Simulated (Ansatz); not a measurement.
Crystal: Ta3AsAu2O13.

```
Ta As Au O
1.0
     5.45204    0.00000    0.00000
    -2.72602    4.72161    0.00000
     0.00000    0.00000    9.57902
Ta As Au O
3 1 2 13
Direct
  0.00000 0.00000 0.19408
  0.00000 0.00000 0.80592
  0.66667 0.33333 0.00000
  0.00000 0.00000 0.50000
  0.33333 0.66667 0.27428
  0.33333 0.66667 0.72572
  0.00000 0.00000 0.00000
  0.23947 0.97129 0.36402
  0.02871 0.26818 0.36402
  0.73182 0.76053 0.36402
  0.23947 0.97129 0.63598
  0.02871 0.26818 0.63598
  0.73182 0.76053 0.63598
  0.38452 0.33425 0.85844
  0.66575 0.05026 0.85844
  0.94974 0.61548 0.85844
  0.38452 0.33425 0.14156
  0.66575 0.05026 0.14156
  0.94974 0.61548 0.14156
```

The cell was built by a generator and needn't be a form met in nature.

| Property | Result |
| --- | --- |
| Program | Ansatz 0.2.0 |
| Task | relaxation of cell and atoms |
| Functional | r2SCAN |
| Dispersion | rVV10 |
| Potentials or basis | Ansatz PAW |
| Cutoff | 500 eV (not typed: the program's choice for these potentials) |
| k mesh | 4 × 4 × 2 |
| Occupations | fermi-dirac, width 0.05 eV |
| Spin | no spin polarisation |

At the start: volume 12.98 Å³/atom.

Task: Where does the relaxation end?

Result: It ends after 9 steps and the volume is 12.36 Å³/atom (-4.8 %); space group P-6 (No. 174, to 0.05 Å).

Step by step:
```tsv
step	energy change (eV)	largest force (eV/Å)	volume (Å³)
1	0.0000	0.2810	246.59
2	-0.2692	0.2886	234.44
3	-0.2883	0.1022	234.43
4	-0.2915	0.0625	234.52
5	-0.2919	0.0408	234.55
6	-0.2922	0.0123	234.69
7	-0.2922	0.0458	234.78
8	-0.2923	0.0034	234.77
9	-0.2842	0.0032	234.77
```

Final structure:
```xyz
19
Lattice="5.3580 0.0000 0.0000 -2.6790 4.6402 0.0000 0.0000 0.0000 9.4432" Properties=species:S:1:pos:R:3 pbc="T T T"
Ta    0.0000    0.0000    1.8523
Ta    0.0000    0.0000    7.5909
Ta    2.6790    1.5467    0.0000
As    0.0000    0.0000    4.7216
Au    0.0000    3.0934    2.5648
Au    0.0000    3.0934    6.8783
O     0.0000    0.0000    0.0000
O    -1.3026    4.4944    3.4570
O    -0.5620    1.2649    3.4570
O     1.8646    3.5210    3.4570
O    -1.3026    4.4944    5.9862
O    -0.5620    1.2649    5.9862
O     1.8646    3.5210    5.9862
O     1.1554    1.5823    8.0984
O     3.4099    0.2095    8.0984
O     3.4716    2.8484    8.0984
O     1.1554    1.5823    1.3448
O     3.4099    0.2095    1.3448
O     3.4716    2.8484    1.3448
```

Caveat: the plane-wave basis is chosen anew once the cell has moved, so the energies of steps on either side of that aren't comparable; the PAW data sets come from PBE, with cores solved anew for the run's functional, which leaves a small shift of forces and pressure.
